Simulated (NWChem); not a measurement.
# BBrF2 (SMILES FB(F)Br): levels of theory compared

Wanted: a comparison of 6 runs (HF/3-21G, M06-2X/aug-cc-pVDZ, r2SCAN/aug-cc-pVDZ, B3LYP/6-31G*, B3LYP/aug-cc-pVDZ) of BBrF2. 

Program for the calculation: NWChem 7.3.0.

3 further runs of the same task are left out: 1 that didn't finish, 2 set aside as unsound or not needed.

### Step 1. The molecule

The species is BBrF2 (4 atoms), meant as a singlet with charge 0. As SMILES, `FB(F)Br`. Geometry: relaxed at PBE0-D4/def2-TZVP.

Bond lengths: F1–B2 1.309 Å, B2–F3 1.309 Å, B2–Br4 1.903 Å. Angles: F1–B2–F3 119.2°, F1–B2–Br4 120.4°, F3–B2–Br4 120.4°.

### Step 2. Energy and gradient at HF/3-21G (run 1)

run.py

```python
from ase import Atoms
from ase.calculators.nwchem import NWChem

molecule = Atoms(['F', 'B', 'F', 'Br'], positions=[
    [-0.215650, -1.366490, -0.109870],
    [-0.127940, -0.063330, -0.022770],
    [-1.212420, 0.659630, -0.144250],
    [1.556010, 0.770190, 0.276890],
])

calc = NWChem(
    label='bbrf2',
    theory='scf',
    memory='2200 mb',
    basis='3-21G',
    basispar='spherical bse',
    scf={'nopen': '0', 'rhf': None, 'thresh': '1e-08', 'maxiter': '80', 'print': 'low'},
)
molecule.calc = calc

forces = molecule.get_forces()
e = molecule.get_potential_energy()
print(f"E = {e:.6f} eV")
print("forces (eV/A):")
for s, f in zip(molecule.symbols, forces):
    print(f"{s:2s} {f[0]:10.5f} {f[1]:10.5f} {f[2]:10.5f}")
```

Command:

```console
$ export ASE_NWCHEM_COMMAND="nwchem PREFIX.nwi > PREFIX.nwo"
$ python run.py
```

The program printed:

```text
E = -75717.337393 eV
forces (eV/A):
F    -0.26760   -1.33415   -0.11585
B     0.94344    0.46743    0.16794
F    -1.21803    0.59835   -0.14861
Br    0.54219    0.26837    0.09647
```

The calculator wrote bbrf2.nwi:

```
title "bbrf2"

permanent_dir bbrf2

scratch_dir bbrf2

start bbrf2

geometry units angstrom nocenter noautosym noautoz
  F  -2.1565000000000001e-01 -1.3664900000000000e+00 -1.0987000000000000e-01
  B  -1.2794000000000000e-01 -6.3329999999999997e-02 -2.2769999999999999e-02
  F  -1.2124200000000001e+00 6.5963000000000005e-01 -1.4424999999999999e-01
  Br 1.5560099999999999e+00 7.7019000000000004e-01 2.7689000000000002e-01
end

memory 2200 mb

basis spherical bse noprint
   * library 3-21G
end

scf
  nopen 0
  rhf
  thresh 1e-08
  maxiter 80
  print low
end

task scf gradient
```

bbrf2.nwo:

```text
Northwest Computational Chemistry Package (NWChem) 7.3.0
             --------------------------------------------------------

           Job information
           ---------------

    nwchem branch   = 7.3.0
    use scalapack   = T
    input           = bbrf2.nwi
    prefix          = bbrf2.
    data base       = bbrf2/bbrf2.db
    status          = startup
    nproc           =        1

           Memory information
           ------------------

[... 5 lines left out ...]
    hardfail = no
[... 97 lines left out ...]
       Final RHF  results
[... 3 lines left out ...]
      One-electron energy =  -4324.121773956394
[... 1 line left out ...]
 Nuclear repulsion energy =    222.994956205773
[... 1 line left out ...]
        Time for solution =      1.2s

                              NWChem Gradients Module
                              -----------------------

                         RHF ENERGY GRADIENTS

    atom               coordinates                        gradient
                 x          y          z           x          y          z
   1 F      -0.407519  -2.582292  -0.207624    0.005204   0.025945   0.002253
   2 B      -0.241772  -0.119676  -0.043029   -0.018347  -0.009090  -0.003266
   3 F      -2.291142   1.246520  -0.272593    0.023687  -0.011636   0.002890
   4 Br      2.940433   1.455448   0.523246   -0.010544  -0.005219  -0.001876

 Task  times  cpu:        1.7s     wall:        1.7s
 Total times  cpu:        1.7s     wall:        1.7s
```

Run time: 2.6 s. Hardware: 1 thread of Intel Xeon 6975P-C (Granite Rapids), shared host; peak memory 0.099 GiB.

### Step 3. Energy and gradient at M06-2X/aug-cc-pVDZ (run 2)

bbrf2.nw

```
start bbrf2
memory total 2200 mb
charge 0
geometry noautosym nocenter noautoz
  F       -0.215650      -1.366490      -0.109870
  B       -0.127940      -0.063330      -0.022770
  F       -1.212420       0.659630      -0.144250
  Br       1.556010       0.770190       0.276890
end
basis "ao basis" spherical bse
  * library aug-cc-pVDZ
end
dft
  xc m06-2x
  grid fine
  convergence energy 1e-08
  maxiter 100
  mulliken
  print low
end
task dft gradient
```

Command:

```console
$ nwchem bbrf2.nw > bbrf2.out
```

The program printed:

```text
[...]
 d= 0,ls=0.0,diis     1  -2798.7325456381 -3.02D+03  1.05D-02  7.91D-01     7.7
[...]
 d= 0,ls=0.0,diis     8  -2798.8220172128 -4.72D-09  6.18D-07  6.51D-09    41.3
         Total DFT energy =    -2798.822017212797
      One electron energy =    -4337.212502175272
           Coulomb energy =     1431.768203745395
    Exchange-Corr. energy =     -116.372674988694
 Nuclear repulsion energy =      222.994956205773
[...]
      Total Density - Mulliken Population Analysis
     ---------------------------------------------
    Atom       Charge   Shell Charges
 -----------   ------   -------------------------------------------------------
    1 F    9     9.30   2.00  0.89  0.97  0.12  3.35  1.85  0.10  0.01  0.01
    2 B    5     4.22   2.02  0.54 -0.04 -0.01  1.43 -0.03 -0.00  0.33 -0.02
    3 F    9     9.30   2.00  0.89  0.97  0.12  3.35  1.85  0.10  0.01  0.01
    4 Br  35    35.19   2.00  2.00  2.04  1.01  0.90  0.03  6.00  6.01  2.68  2.41  0.07  9.97  0.05  0.02
[...]
                         DFT ENERGY GRADIENTS
    atom               coordinates                        gradient
                 x          y          z           x          y          z
   1 F      -0.407519  -2.582292  -0.207624    0.000500   0.013263   0.000828
   2 B      -0.241772  -0.119676  -0.043029   -0.010186  -0.005048  -0.001814
   3 F      -2.291142   1.246520  -0.272593    0.010793  -0.007667   0.001183
   4 Br      2.940433   1.455448   0.523246   -0.001107  -0.000548  -0.000197
 Task  times  cpu:       72.2s     wall:       72.2s
 Total times  cpu:       72.2s     wall:       72.2s
```

Run time: 73 s. Hardware: 1 thread of Intel Xeon 6975P-C (Granite Rapids), shared host; peak memory 0.12 GiB.

Run 3 isn't shown in full; the table further down has it.

### Step 4. Energy and gradient at B3LYP/6-31G(d) (spherical functions) (run 4)

bbrf2.nw

```
start bbrf2
memory stack 880 mb heap 220 mb global 1100 mb
charge 0
geometry noautosym nocenter noautoz
 F    -0.215650   -1.366490   -0.109870
 B    -0.127940   -0.063330   -0.022770
 F    -1.212420    0.659630   -0.144250
 Br    1.556010    0.770190    0.276890
end
basis spherical bse
 F library 6-31G*
 B library 6-31G*
 Br library 6-31G*
end
dft
 xc b3lyp
 grid xfine
 convergence energy 1e-08
 maxiter 100
 mulliken
end
task dft gradient
```

Command:

```console
$ nwchem bbrf2.nw > bbrf2.out
```

The program printed:

```text
[...]
          Wavefunction type:  closed shell.
          No. of atoms     :     4
          No. of electrons :    58
[...]
          Charge           :     0
          Spin multiplicity:     1
[...]
          AO basis - number of functions:    74
[...]
              XC Information
              --------------
                         B3LYP Method XC Potential
                     Hartree-Fock (Exact) Exchange  0.200
                        Slater Exchange Functional  0.800 local
                    Becke 1988 Exchange Functional  0.720 non-local
              Lee-Yang-Parr Correlation Functional  0.810
                  VWN I RPA Correlation Functional  0.190 local
[...]
 d= 0,ls=0.0,diis     1  -2798.4576046011 -3.02D+03  1.50D-02  8.53D-01     1.5
[...]
 d= 0,ls=0.0,diis     8  -2798.5567820172 -1.03D-09  1.57D-06  7.45D-08     9.2
         Total DFT energy =    -2798.556782017210
      One electron energy =    -4337.473717616159
           Coulomb energy =     1432.368963307969
    Exchange-Corr. energy =     -116.446983914794
 Nuclear repulsion energy =      222.994956205773
[...]
  wavefunction    = closed shell
                         DFT ENERGY GRADIENTS
    atom               coordinates                        gradient
                 x          y          z           x          y          z
   1 F      -0.407519  -2.582292  -0.207624   -0.000348   0.006503   0.000317
   2 B      -0.241772  -0.119676  -0.043029    0.002331   0.001148   0.000414
   3 F      -2.291142   1.246520  -0.272593    0.004929  -0.004230   0.000499
   4 Br      2.940433   1.455448   0.523246   -0.006912  -0.003421  -0.001230
[...]
```

Wall time 14 s (1 thread of Intel Xeon 6975P-C (Granite Rapids), shared host); peak memory 0.12 GiB.

Run 5 isn't shown in full; the table further down has it.

### Step 5. Energy and forces at B3LYP/aug-cc-pVDZ (run 6)

job.nw

```
start job
title "BBrF2 gradient"
memory 2200 mb
charge 0

geometry units angstrom noautosym nocenter noautoz
 F       -0.215650      -1.366490      -0.109870
 B       -0.127940      -0.063330      -0.022770
 F       -1.212420       0.659630      -0.144250
 Br       1.556010       0.770190       0.276890
end

basis spherical bse
 F library aug-cc-pVDZ
 B library aug-cc-pVDZ
 Br library aug-cc-pVDZ
end

dft
 xc b3lyp
 grid fine
 convergence energy 1e-08
 iterations 100
 mulliken
end

task dft gradient
```

Command:

```console
$ nwchem job.nw > job.out
```

The program printed:

```text
[...]
          Wavefunction type:  closed shell.
          No. of atoms     :     4
          No. of electrons :    58
[...]
          Charge           :     0
          Spin multiplicity:     1
[...]
          AO basis - number of functions:   105
[...]
              XC Information
              --------------
                         B3LYP Method XC Potential
                     Hartree-Fock (Exact) Exchange  0.200
                        Slater Exchange Functional  0.800 local
                    Becke 1988 Exchange Functional  0.720 non-local
              Lee-Yang-Parr Correlation Functional  0.810
                  VWN I RPA Correlation Functional  0.190 local
[...]
 d= 0,ls=0.0,diis     1  -2798.7726751379 -3.02D+03  1.44D-02  9.10D-01     7.6
[...]
 d= 0,ls=0.0,diis     8  -2798.8717947824 -5.62D-09  1.67D-06  5.99D-08    39.3
         Total DFT energy =    -2798.871794782378
      One electron energy =    -4336.888380888122
           Coulomb energy =     1431.405331234331
    Exchange-Corr. energy =     -116.383701334360
 Nuclear repulsion energy =      222.994956205773
[...]
  wavefunction    = closed shell
                         DFT ENERGY GRADIENTS
    atom               coordinates                        gradient
                 x          y          z           x          y          z
   1 F      -0.407519  -2.582292  -0.207624    0.001317   0.018352   0.001239
   2 B      -0.241772  -0.119676  -0.043029   -0.011559  -0.005727  -0.002058
   3 F      -2.291142   1.246520  -0.272593    0.015316  -0.010113   0.001722
   4 Br      2.940433   1.455448   0.523246   -0.005074  -0.002512  -0.000903
[...]
```

Wall time 70 s (1 thread of Intel Xeon 6975P-C (Granite Rapids), shared host); peak memory 0.12 GiB.

### Step 6. All runs side by side

```
run                               level  iteration cap  module   energy (Eh)  largest force (eV/Å)  wall time
  1                            HF/3-21G             80     scf  -2782.560849                 1.366      2.6 s
  2                  M06-2X/aug-cc-pVDZ            100     dft  -2798.822017                 0.684       73 s
  3                  r2SCAN/aug-cc-pVDZ            100     dft  -2798.729985                 0.971       71 s
  4  B3LYP/6-31G* (spherical functions)            100     dft  -2798.556782                 0.402       14 s
  5  B3LYP/6-31G* (Cartesian functions)            100     dft  -2798.568153                 0.424       14 s
  6                   B3LYP/aug-cc-pVDZ            100     dft  -2798.871795                 0.948       70 s
```

### Step 7. Summary of results

| quantity | value |
| --- | --- |
| run 6: total energy | -2798.87179 Eh |
| run 6: dipole moment | 0.25 D |
| run 6: HOMO energy | -8.82 eV |
| run 6: LUMO energy | -0.78 eV |
| run 6: HOMO–LUMO gap | 8.04 eV |
| run 6: largest force on an atom | 0.948 eV/Å |

**Reading.** Over runs 4, 5, 6 the dipole moment (its size) runs from 0.12 D (B3LYP/6-31G*) to 0.25 D (B3LYP/aug-cc-pVDZ). The two dipoles point in opposite directions. Totals of different functionals can't be ranked against each other. All runs together took 4.1 min, the longest 73 s.
